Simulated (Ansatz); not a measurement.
# CH7BFN: the cost of one run

Program: Ansatz 0.2.0. Level of theory: RKS B3LYP/6-31G*. These are calculated values, not measurements.

### Step 1. Starting point

Bond lengths: C2–H3 1.110 Å, C2–H4 1.110 Å, C2–H5 1.110 Å, B1–H6 1.190 Å, B1–N7 1.550 Å, N7–H8 1.060 Å, N7–H9 1.060 Å, B1–F10 1.620 Å, C2–H11 1.182 Å. Angles: H3–C2–H4 109.4°, H3–C2–H5 109.4°, H3–C2–H11 75.4°, H4–C2–H5 109.4°, H4–C2–H11 67.3°, H5–C2–H11 175.0°, H6–B1–N7 120.0°, H6–B1–F10 105.6°, N7–B1–F10 92.7°, B1–N7–H8 120.0°, B1–N7–H9 120.0°, H8–N7–H9 120.0°.

As a file:

```xyz
11

B     0.0000    0.0000    0.0000
C     0.0000    0.0000    1.9500
H    -0.9996   -0.3092    2.3205
H     0.7676   -0.7111    2.3205
H     0.2320    1.0203    2.3205
H     1.0305    0.0000   -0.5950
N    -1.3423    0.0000   -0.7750
H    -2.0112   -0.8164   -0.6764
H    -1.5914    0.8164   -1.4036
F    -0.2075   -1.5233    0.5108
H    -0.1490   -1.0941    1.5278
```

### Step 2. A restrained relaxation towards end A

Springs on the bonds that form and break draw the guess towards this end; the thresholds are loose.

The input, input.yaml:

```yaml
crystal:
  periodic: [false, false, false]
  atoms:
    - { symbol: B, position_ang: [0.0, 0.0, 0.0] }
    - { symbol: C, position_ang: [0.0, 0.0, 1.95] }
    - { symbol: H, position_ang: [-0.9996, -0.3092, 2.3205] }
    - { symbol: H, position_ang: [0.7676, -0.7111, 2.3205] }
    - { symbol: H, position_ang: [0.232, 1.0203, 2.3205] }
    - { symbol: H, position_ang: [1.0305, 0.0, -0.595] }
    - { symbol: "N", position_ang: [-1.3423, 0.0, -0.775] }
    - { symbol: H, position_ang: [-2.0112, -0.8164, -0.6764] }
    - { symbol: H, position_ang: [-1.5914, 0.8164, -1.4036] }
    - { symbol: F, position_ang: [-0.2075, -1.5233, 0.5108] }
    - { symbol: H, position_ang: [-0.149, -1.0941, 1.5278] }
basis:
  gaussian: { orbitals: "6-31G*" }
hamiltonian:
  xc: b3lyp
relax:
  f_tol: 0.15
  max_steps: 25
  restrain:
    - { distance: [0, 9], at: 2.52, k: 30.0 }
    - { distance: [10, 1], at: 2.31, k: 30.0 }
    - { distance: [0, 1], at: 1.6, k: 30.0 }
    - { distance: [10, 9], at: 0.92, k: 30.0 }
```

Command:

```bash
> ansatz run input.yaml --threads 1 --pin off --max-ram 2048MiB --backend cpu --events-out ev --progress --plain --runs-dir out
```

**Question.** How long does this run take on 1 thread of Arm Neoverse V2, shared host, and how much memory does it need?

About 42 s, with a peak of 0.14 GiB.
